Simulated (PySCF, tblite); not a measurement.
**C8H9B: a rotation path, then NMR shifts on frames**

How do NMR shifts of C8H9B (`BCC1c2ccccc21`) change as the atoms move?

Computed with tblite 0.8.0 and PySCF 2.14.0, with density-fitted response routines of our own, on a single molecule in the gas phase. Atoms are numbered from 0 throughout.

**1. Starting geometry**

18 atoms, charge 0, multiplicity 1; geometry from: GFN2-xTB.

Bonds of the start (Å): B0–C1 1.57, C1–C2 1.52, C2–C3 1.49, C3–C4 1.36, C4–C5 1.41, C5–C6 1.38, C6–C7 1.41, C7–C8 1.36, C8–C2 1.49, C8–C3 1.38, B0–H9 1.17, B0–H10 1.17, C1–H11 1.09, C1–H12 1.10, C2–H13 1.09, C4–H14 1.08, C5–H15 1.08, C6–H16 1.08, C7–H17 1.08.

**2. A band between two rotamers with GFN2-xTB**

Job settings and geometry (Å):

```
{"job": {"kind": "neb", "xc": "GFN2-xTB", "basis": "xTB", "atoms": [0, 1, 2, 8], "turn": 120}, "charge": 0, "multiplicity": 1}
B     -3.242169    -0.251661    -0.142899
C     -1.991529     0.655972     0.128884
C     -0.879120     0.041353     0.958318
C      0.514954     0.562715     0.859499
C      1.726148     1.173173     0.817887
C      2.705963     0.412212     0.149687
C      2.438487    -0.821773    -0.414190
C      1.163209    -1.419704    -0.369352
C      0.247350    -0.669630     0.292743
H     -4.052340     0.116353    -0.901369
H     -3.385444    -1.267157     0.416739
H     -1.568361     1.033376    -0.807433
H     -2.353200     1.551125     0.651627
H     -1.208440    -0.335183     1.924589
H      1.956501     2.140013     1.241281
H      3.706446     0.812986     0.071841
H      3.238134    -1.348380    -0.915142
H      0.974651    -2.379472    -0.827688
```

Level: GFN2-xTB climbing-image nudged elastic band, gas phase.

The run is started by

```console
OMP_NUM_THREADS=1 python probes_run.py task.json out
```

One launch serves the whole session: the jobs run in the order shown.

Standard output:

```text
image   E - E0 / eV
  0      -0.0000
  1       0.0106
  2       0.0336
  3       0.0569
  4       0.0665
  5       0.0566
  6       0.0344
  7       0.0134
  8       0.0007
```

Run time: 2.1 s. Hardware: 1 thread of Arm Neoverse V2, shared host; peak memory 0.18 GiB.

The final band, with the dihedral B0–C1–C2–C8:

```
image  dihedral (°)  energy (eV)  energy (kcal/mol)
    0            92        0.000                0.0
    1           106        0.011                0.2
    2           121        0.034                0.8
    3           135        0.057                1.3
    4           150        0.066                1.5
    5           165        0.057                1.3
    6           179        0.034                0.8
    7           194        0.013                0.3
    8           208        0.001                0.0
```

**3. Shielding tensors: image 0, PBE0/pcSseg-1**

Job settings and geometry (Å):

```
{"job": {"kind": "nmr", "xc": "PBE0", "basis": "pcSseg-1", "pop": false}, "charge": 0, "multiplicity": 1}
B     -3.242200    -0.251700    -0.142900
C     -1.991500     0.656000     0.128900
C     -0.879100     0.041400     0.958300
C      0.515000     0.562700     0.859500
C      1.726100     1.173200     0.817900
C      2.706000     0.412200     0.149700
C      2.438500    -0.821800    -0.414200
C      1.163200    -1.419700    -0.369400
C      0.247400    -0.669600     0.292700
H     -4.052300     0.116400    -0.901400
H     -3.385400    -1.267200     0.416700
H     -1.568400     1.033400    -0.807400
H     -2.353200     1.551100     0.651600
H     -1.208400    -0.335200     1.924600
H      1.956500     2.140000     1.241300
H      3.706400     0.813000     0.071800
H      3.238100    -1.348400    -0.915100
H      0.974700    -2.379500    -0.827700
```

Method: GIAO PBE0/pcSseg-1 NMR shielding, non-relativistic, gas phase.

Standard output:

```text
coarse grid: 15360 points
cycle   1  E = -334.4455244153  dE =  1.593e+00  |g| = 3.830e-01  |ddm| = 4.191e+00
cycle   2  E = -334.4497380788  dE = -4.214e-03  |g| = 3.844e-01  |ddm| = 9.545e-01
cycle   3  E = -334.4881509386  dE = -3.841e-02  |g| = 3.686e-02  |ddm| = 4.755e-01
cycle   4  E = -334.4882852360  dE = -1.343e-04  |g| = 2.816e-02  |ddm| = 6.852e-02
cycle   5  E = -334.4884728524  dE = -1.876e-04  |g| = 8.419e-03  |ddm| = 3.589e-02
cycle   6  E = -334.4884915415  dE = -1.869e-05  |g| = 2.145e-03  |ddm| = 1.095e-02
cycle   7  E = -334.4884927148  dE = -1.173e-06  |g| = 5.027e-04  |ddm| = 2.776e-03
final grid: 149224 points
cycle   8  E = -334.5403967074  dE = -4.042e-05  |g| = 7.381e-03  |ddm| = 4.815e-02
cycle   9  E = -334.5403960258  dE =  6.816e-07  |g| = 7.738e-03  |ddm| = 1.732e-02
cycle  10  E = -334.5404117693  dE = -1.574e-05  |g| = 1.008e-03  |ddm| = 8.813e-03
cycle  11  E = -334.5404120127  dE = -2.434e-07  |g| = 3.643e-04  |ddm| = 1.358e-03
cycle  12  E = -334.5404120477  dE = -3.498e-08  |g| = 7.839e-05  |ddm| = 4.244e-04
cycle  13  E = -334.5404120491  dE = -1.404e-09  |g| = 3.206e-05  |ddm| = 1.008e-04
cycle  14  E = -334.5404120493  dE = -2.372e-10  |g| = 8.830e-06  |ddm| = 4.558e-05
converged SCF energy = -334.5404120493

GIAO shielding tensors (ppm)
atom      isotropic    diamagn.    paramagn.     s11        s22        s33       span
  0 B        7.797     190.319    -182.522    -72.568    -32.780    128.739    201.307
  1 C      139.630     249.056    -109.425    107.060    144.059    167.771     60.711
  2 C      149.617     250.691    -101.075    114.906    140.533    193.411     78.504
  3 C       45.281     267.825    -222.544    -99.849     10.644    225.048    324.897
  4 C       68.663     253.597    -184.934     -9.085     34.784    180.291    189.376
  5 C       53.063     253.538    -200.476    -48.334     31.926    175.596    223.930
  6 C       53.281     253.869    -200.587    -47.723     31.980    175.587    223.310
  7 C       69.048     252.759    -183.711     -8.510     35.362    180.292    188.802
  8 C       44.813     263.559    -218.746   -100.612     12.142    222.907    323.519
  9 H       23.514      28.383      -4.869     15.789     26.842     27.912     12.123
 10 H       23.191      28.955      -5.764     13.788     27.380     28.406     14.618
 11 H       29.884      30.720      -0.836     25.833     29.268     34.549      8.715
 12 H       29.208      28.946       0.262     24.317     28.249     35.058     10.741
 13 H       27.307      31.328      -4.021     23.519     24.118     34.284     10.765
 14 H       24.168      31.368      -7.200     20.287     25.647     26.570      6.283
 15 H       24.324      29.392      -5.068     20.953     25.068     26.950      5.998
 16 H       24.351      29.733      -5.382     20.926     25.133     26.992      6.066
 17 H       24.247      31.858      -7.611     20.222     25.829     26.690      6.467
```

Wall time 23 s (1 thread of Arm Neoverse V2, shared host); peak memory 0.87 GiB.

The references, computed at this level on geometries of the same kind, shield at (ppm): 1H TMS 31.72, 13C TMS 186.9, 11B BF3·OEt2 100.1. Their shielding less the atom's gives the shift. The references are single molecules in the gas phase. Each atom is listed at this fixed geometry, with no averaging over motion; a spectrum would average atoms that exchange fast.

```
atoms  σ (ppm)  δ (ppm)
   C8     44.8    142.1
   C3     45.3    141.6
   C5     53.1    133.9
   C6     53.3    133.6
   C4     68.7    118.3
   C7     69.0    117.9
   C1    139.6     47.3
   C2    149.6     37.3
  H10    23.19     8.53
   H9    23.51     8.20
  H14    24.17     7.55
  H17    24.25     7.47
  H15    24.32     7.39
  H16    24.35     7.37
  H13    27.31     4.41
  H12    29.21     2.51
  H11    29.88     1.83
   B0      7.8     92.3
```

Ring of atoms C2, C3, C8: NICS(0) -21.0, NICS(1) -7.0, NICS(1)zz -13.5 ppm (means of both faces).

In rings of three or four atoms NICS is ruled by the nearby σ bonds, so it says little on aromaticity.

Ring of atoms C3, C4, C5, C6, C7, C8: NICS(0) -8.3, NICS(1) -11.5, NICS(1)zz -27.6 ppm (means of both faces).

**4. NMR shieldings: image 2, PBE0/pcSseg-1**

Job settings and geometry (Å):

```
{"job": {"kind": "nmr", "xc": "PBE0", "basis": "pcSseg-1", "pop": false}, "charge": 0, "multiplicity": 1}
B     -3.417900    -0.071300     0.111800
C     -1.977700     0.524800    -0.047100
C     -0.885700    -0.101200     0.807100
C      0.489300     0.476300     0.830500
C      1.673800     1.132900     0.909600
C      2.725100     0.455000     0.260400
C      2.544000    -0.745100    -0.401900
C      1.292900    -1.389100    -0.485400
C      0.308500    -0.723700     0.170000
H     -4.261900     0.278300    -0.618400
H     -3.665200    -0.826900     0.970000
H     -1.660400     0.512500    -1.094600
H     -2.041600     1.593600     0.200500
H     -1.247700    -0.551200     1.727600
H      1.839500     2.071300     1.418600
H      3.711100     0.896700     0.273700
H      3.397200    -1.208400    -0.876700
H      1.168000    -2.318300    -1.020700
```

Level: GIAO PBE0/pcSseg-1 NMR shielding, non-relativistic, gas phase.

Standard output:

```text
coarse grid: 15360 points
cycle   1  E = -334.4434982379  dE =  1.593e+00  |g| = 3.822e-01  |ddm| = 4.189e+00
cycle   2  E = -334.4482249425  dE = -4.727e-03  |g| = 3.811e-01  |ddm| = 9.393e-01
cycle   3  E = -334.4859777966  dE = -3.775e-02  |g| = 3.586e-02  |ddm| = 4.562e-01
cycle   4  E = -334.4861233780  dE = -1.456e-04  |g| = 2.622e-02  |ddm| = 6.757e-02
cycle   5  E = -334.4862841802  dE = -1.608e-04  |g| = 8.099e-03  |ddm| = 3.430e-02
cycle   6  E = -334.4863013500  dE = -1.717e-05  |g| = 2.057e-03  |ddm| = 1.067e-02
cycle   7  E = -334.4863024609  dE = -1.111e-06  |g| = 4.614e-04  |ddm| = 2.770e-03
final grid: 149224 points
cycle   8  E = -334.5387056100  dE = -3.993e-05  |g| = 7.429e-03  |ddm| = 5.227e-02
cycle   9  E = -334.5387053412  dE =  2.688e-07  |g| = 7.680e-03  |ddm| = 1.798e-02
cycle  10  E = -334.5387209976  dE = -1.566e-05  |g| = 9.179e-04  |ddm| = 8.935e-03
cycle  11  E = -334.5387211947  dE = -1.971e-07  |g| = 3.548e-04  |ddm| = 1.347e-03
cycle  12  E = -334.5387212277  dE = -3.298e-08  |g| = 7.680e-05  |ddm| = 4.395e-04
cycle  13  E = -334.5387212290  dE = -1.365e-09  |g| = 3.135e-05  |ddm| = 1.001e-04
cycle  14  E = -334.5387212293  dE = -2.279e-10  |g| = 8.751e-06  |ddm| = 4.194e-05
converged SCF energy = -334.5387212293

GIAO shielding tensors (ppm)
atom      isotropic    diamagn.    paramagn.     s11        s22        s33       span
  0 B        7.911     189.978    -182.068    -72.389    -30.576    126.698    199.087
  1 C      139.177     249.072    -109.895     99.359    148.606    169.566     70.208
  2 C      149.176     250.717    -101.541    119.639    130.568    197.322     77.683
  3 C       46.147     267.016    -220.869    -99.871     12.181    226.132    326.003
  4 C       69.007     253.304    -184.297     -8.370     34.948    180.444    188.814
  5 C       52.951     253.587    -200.637    -48.556     31.873    175.536    224.092
  6 C       53.274     253.611    -200.337    -47.475     31.663    175.635    223.110
  7 C       69.774     252.955    -183.181     -6.334     35.463    180.192    186.526
  8 C       44.399     263.777    -219.378   -100.914     10.968    223.143    324.058
  9 H       23.540      28.082      -4.542     15.886     26.776     27.958     12.072
 10 H       23.192      28.794      -5.602     13.885     27.597     28.093     14.208
 11 H       29.593      30.686      -1.093     24.514     29.950     34.315      9.802
 12 H       29.322      29.538      -0.216     23.628     29.455     34.882     11.254
 13 H       27.264      31.927      -4.663     23.027     24.008     34.756     11.729
 14 H       24.171      31.434      -7.264     20.291     25.636     26.585      6.294
 15 H       24.308      29.317      -5.009     20.946     25.036     26.943      5.997
 16 H       24.330      29.520      -5.190     20.923     25.130     26.939      6.017
 17 H       24.262      31.715      -7.453     20.293     25.731     26.761      6.468
```

Run time: 23 s. Hardware: 1 thread of Arm Neoverse V2, shared host; peak memory 0.88 GiB.

Key values: δ C8 142.5, C3 140.8, C5 134.0, C6 133.7, H10 8.53, H9 8.18 ppm.

(Part 1 of 2 ends here.)
